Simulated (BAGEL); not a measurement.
**PBE0/cc-pVDZ (density fitting with qzvpp-jkfit) run of C2H2ClFSi (SMILES C#C[SiH](F)Cl)**

Aim: the energy change on altering one bond length of C2H2ClFSi at PBE0/cc-pVDZ (density fitting with qzvpp-jkfit), from 2 runs. 

Program for the calculation: BAGEL 1.2.2.

## 1. The structure to begin with

The species is C2H2ClFSi (7 atoms), meant as a singlet with charge 0. SMILES: `C#C[SiH](F)Cl`. Geometry: relaxed at PBE0-D4/def2-TZVP.

Bond lengths: C1–C2 1.205 Å, C2–Si3 1.807 Å, Si3–F4 1.586 Å, Si3–Cl5 2.032 Å, C1–H6 1.067 Å, Si3–H7 1.471 Å. Angles: C1–C2–Si3 178.4°, C2–Si3–F4 108.8°, C2–Si3–Cl5 109.6°, F4–Si3–Cl5 108.4°, C2–C1–H6 179.7°, C2–Si3–H7 112.1°, F4–Si3–H7 108.5°, Cl5–Si3–H7 109.3°.

## 2. A single-point energy at PBE0/cc-pVDZ (density fitting with qzvpp-jkfit)

The input, input.json:

```json
{ "bagel" : [

{
  "title" : "molecule",
  "basis" : "cc-pvdz.json",
  "df_basis" : "qzvpp-jkfit",
  "angstrom" : true,
  "geometry" : [
    { "atom" : "C", "xyz" : [      -0.001800,      -1.973300,      -0.343700 ] },
    { "atom" : "C", "xyz" : [       0.007300,      -0.792000,      -0.105200 ] },
    { "atom" : "Si", "xyz" : [       0.071900,       0.977400,       0.257200 ] },
    { "atom" : "F", "xyz" : [      -1.001600,       1.310800,       1.375500 ] },
    { "atom" : "Cl", "xyz" : [      -0.396700,       2.032400,      -1.414600 ] },
    { "atom" : "H", "xyz" : [      -0.014500,      -3.018400,      -0.556300 ] },
    { "atom" : "H", "xyz" : [       1.396500,       1.395000,       0.741300 ] }
  ]
},

{
  "title" : "ks",
  "xc_func" : "pbe0"
},

{
  "title" : "print",
  "file" : "orbitals.molden",
  "orbitals" : true
}

]}
```

The basis set cc-pVDZ is read from a file made from the Basis Set Exchange's data (not shown).

Command:

```bash
BAGEL_NUM_THREADS=1 BAGEL input.json > input.out
```

What it wrote:

```text
* using 1 threads per process

  ===============================================================
  ===============================================================

  *** Geometry ***

  { "atom" : "C", "xyz" : [     -0.003402,     -3.728997,     -0.649499 ] },
  { "atom" : "C", "xyz" : [      0.013795,     -1.496663,     -0.198799 ] },
  { "atom" : "Si", "xyz" : [      0.135871,      1.847018,      0.486038 ] },
  { "atom" : "F", "xyz" : [     -1.892750,      2.477053,      2.599318 ] },
  { "atom" : "Cl", "xyz" : [     -0.749654,      3.840679,     -2.673207 ] },
  { "atom" : "H", "xyz" : [     -0.027401,     -5.703949,     -1.051255 ] },
  { "atom" : "H", "xyz" : [      2.639003,      2.636168,      1.400854 ] },

  Number of auxiliary basis functions:      519

  Since a DF basis is specified, we compute 2- and 3-index integrals:
    o Being stored without compression. Storage requirement is 0.032 GB

  Number of basis functions:       88
  Number of electrons      :       54

    * METHOD: MOLECULE                             0.23

  *** Kohn-Sham DFT ***

    * Removing 12298 points whose weight is below 1.00e-10
    * Grid points: 92044

  === Nuclear Repulsion ===
   255.7553498877

       - DIIS with orbital gradients will be used.

  === KS iteration (pbe0 / cc-pvdz.json) ===
      0       -889.00792473          0.08538095           0.33
      1       -703.58538704          0.19608018           0.31
      2       -841.06642981          0.14771248           0.31
      3       -911.63447080          0.12155700           0.31
      4       -922.54163549          0.06897121           0.31
      5       -926.16818858          0.02538990           0.31
      6       -926.29580882          0.01749767           0.31
      7       -926.52518011          0.00386948           0.31
      8       -926.53212249          0.00196208           0.31
      9       -926.53409981          0.00036467           0.31
     10       -926.53418235          0.00011298           0.31
     11       -926.53419288          0.00002026           0.31
     12       -926.53419308          0.00000718           0.31
     13       -926.53419311          0.00000126           0.31
     14       -926.53419311          0.00000076           0.31
     15       -926.53419311          0.00000020           0.31
     16       -926.53419311          0.00000005           0.31
     17       -926.53419311          0.00000002           0.31
     18       -926.53419311          0.00000001           0.31
    * SCF iteration converged.

    * Permanent dipole moment:
           (   -0.430456,     0.707684,     0.068641) a.u.

    * METHOD: KS                                   6.35

    * METHOD: PRINT                                0.01

  ===============================================================
```

Run time: 6.9 s. Hardware: 1 thread of Arm Neoverse V2, shared host; peak memory 0.41 GiB.

## 3. The distorted shape

The input, calc.json:

```json
{ "bagel": [

{
  "title": "molecule",
  "basis": "cc-pvdz.json",
  "df_basis": "qzvpp-jkfit",
  "angstrom": true,
  "geometry": [
    { "atom": "C", "xyz": [    0.068496,   -2.131562,   -0.092910 ] },
    { "atom": "C", "xyz": [    0.077596,   -0.950262,    0.145590 ] },
    { "atom": "Si", "xyz": [    0.142196,    0.819138,    0.507990 ] },
    { "atom": "F", "xyz": [   -0.931304,    1.152538,    1.626290 ] },
    { "atom": "Cl", "xyz": [   -0.396700,    2.032400,   -1.414600 ] },
    { "atom": "H", "xyz": [    0.055796,   -3.176662,   -0.305510 ] },
    { "atom": "H", "xyz": [    1.466796,    1.236738,    0.992090 ] }
  ]
},
{
  "title": "ks",
  "xc_func": "pbe0"
},
{
  "title": "print",
  "file": "orbitals.molden",
  "orbitals": true
}

]}
```

The basis set cc-pVDZ is read from a file made from the Basis Set Exchange's data (not shown).

Command:

```bash
BAGEL_NUM_THREADS=1 BAGEL calc.json > calc.out
```

What it wrote:

```text
* using 1 threads per process

  ===============================================================
  ===============================================================

  *** Geometry ***

  { "atom" : "C", "xyz" : [      0.129439,     -4.028068,     -0.175574 ] },
  { "atom" : "C", "xyz" : [      0.146635,     -1.795735,      0.275125 ] },
  { "atom" : "Si", "xyz" : [      0.268711,      1.547946,      0.959962 ] },
  { "atom" : "F", "xyz" : [     -1.759909,      2.177981,      3.073243 ] },
  { "atom" : "Cl", "xyz" : [     -0.749654,      3.840679,     -2.673207 ] },
  { "atom" : "H", "xyz" : [      0.105439,     -6.003021,     -0.577330 ] },
  { "atom" : "H", "xyz" : [      2.771843,      2.337096,      1.874778 ] },

  Number of auxiliary basis functions:      519

  Since a DF basis is specified, we compute 2- and 3-index integrals:
    o Being stored without compression. Storage requirement is 0.032 GB

  Number of basis functions:       88
  Number of electrons      :       54

    * METHOD: MOLECULE                             0.23

  *** Kohn-Sham DFT ***

    * Removing 11958 points whose weight is below 1.00e-10
    * Grid points: 92384

  === Nuclear Repulsion ===
   243.0675512802

       - DIIS with orbital gradients will be used.

  === KS iteration (pbe0 / cc-pvdz.json) ===
      0       -890.46384493          0.08256381           0.33
      1       -742.88179544          0.22165785           0.31
      2       -841.84423280          0.14559818           0.32
      3       -898.80529488          0.17566954           0.32
      4       -925.83689472          0.02940384           0.32
      5       -917.90933215          0.09290081           0.31
      6       -926.16999225          0.02152923           0.31
      7       -926.42772487          0.01033288           0.31
      8       -926.50000159          0.00477182           0.31
      9       -926.51610917          0.00100391           0.31
     10       -926.51620679          0.00096260           0.31
     11       -926.51665228          0.00012952           0.31
     12       -926.51666206          0.00002653           0.31
     13       -926.51666297          0.00000634           0.31
     14       -926.51666301          0.00000304           0.31
     15       -926.51666302          0.00000057           0.32
     16       -926.51666302          0.00000025           0.32
     17       -926.51666302          0.00000009           0.31
     18       -926.51666302          0.00000007           0.31
     19       -926.51666302          0.00000001           0.31
     20       -926.51666302          0.00000000           0.31
    * SCF iteration converged.

    * Permanent dipole moment:
           (   -0.571169,     1.082980,    -0.365964) a.u.

    * METHOD: KS                                   7.06

    * METHOD: PRINT                                0.01

  ===============================================================
```

It took 7.5 s on 1 thread of Arm Neoverse V2, shared host; peak memory 0.41 GiB.

## 4. What came out

At PBE0/cc-pVDZ (density fitting with qzvpp-jkfit):

| quantity | value |
| --- | --- |
| first shape: total energy | -926.53419 Eh |
| first shape: dipole moment | 2.11 D |
| first shape: HOMO energy | -8.78 eV |
| first shape: LUMO energy | -0.68 eV |
| first shape: HOMO–LUMO gap | 8.10 eV |
| distorted shape: total energy | -926.51666 Eh |
| distorted shape: dipole moment | 3.25 D |
| distorted shape: HOMO energy | -8.74 eV |
| distorted shape: LUMO energy | -1.50 eV |
| distorted shape: HOMO–LUMO gap | 7.24 eV |
| energy change with the Si3–Cl5 bond stretched from 2.032 to 2.336 Å | 0.477 eV |

With the Si3–Cl5 bond stretched from 2.032 to 2.336 Å the energy rises by 0.48 eV (11.0 kcal/mol). The first shape isn't relaxed at this level, so the change isn't measured from a minimum.
